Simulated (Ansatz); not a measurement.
# CuO: the cost of one run

Computed with Ansatz 0.2.0 (DFT PBEsol+U (U_eff = 2 eV on Cu d), plane waves, PAW, unless a step's input says otherwise).

1 further run of the same task is left out (it didn't finish).

### 1 Starting point

Symmetry: P6_3/mmc, No. 194, hexagonal system. Conventional cell: a = 3.180 Å, b = 3.180 Å, c = 4.431 Å, α = 90.00°, β = 90.00°, γ = 120.00°. Cu (site symmetry -3m) is surrounded by 6 O at 2.14 Å and 2 Cu at 2.22 Å. O (site symmetry -6m2) has 6 Cu at 2.14 Å as nearest neighbours.

Structure file:

```
Cu O
1.0
     3.17953    0.00000    0.00000
    -1.58977    2.75356    0.00000
     0.00000    0.00000    4.43149
Cu O
2 2
Direct
  0.00000 0.00000 0.00000
  0.00000 0.00000 0.50000
  0.33333 0.66667 0.25000
  0.66667 0.33333 0.75000
```

### 2 Ferromagnetic start, free, symmetry kept, no search

input.yaml reads:

```yaml
crystal:
  lattice:
    - [3.1795331, 0.0, 0.0]
    - [-1.58976655, 2.75355644, 0.0]
    - [0.0, 0.0, 4.43149073]
  atoms:
    - { symbol: Cu, position: [0.0, 0.0, 0.0], spin: 1.0 }
    - { symbol: Cu, position: [0.0, 0.0, 0.5], spin: 1.0 }
    - { symbol: O, position: [0.3333333333, 0.6666666667, 0.25] }
    - { symbol: O, position: [0.6666666667, 0.3333333333, 0.75] }
basis:
  ecutwfc: 420
  ecutrho_ratio: 4
kpoints:
  mp_grid: { grid: [7, 7, 4] }
hamiltonian:
  xc: pbesol
  hubbard:
    sites: [{ site: 0, l: d, u_eff: 2.0 }, { site: 1, l: d, u_eff: 2.0 }]
scf:
  occupations: { method: gaussian, width: 0.05 }
  lower_state_search: "off"
  max_iter: 150
output:
  forces: true
  stress: true
  eigenvalues: true
  populations: true
  hubbard: { sites: [{ site: 0, l: d }, { site: 1, l: d }] }
magnetization:
  spin_polarized: true
```

Started as:

```sh
ansatz run input.yaml --threads 2 --pin off --max-ram 3072MiB --backend cpu --events-out ev --progress --plain --runs-dir out
```

Q: Estimate wall time and peak memory on 2 threads of Arm Neoverse V1, shared host.

About 5.7 s, with a peak of 0.34 GiB.
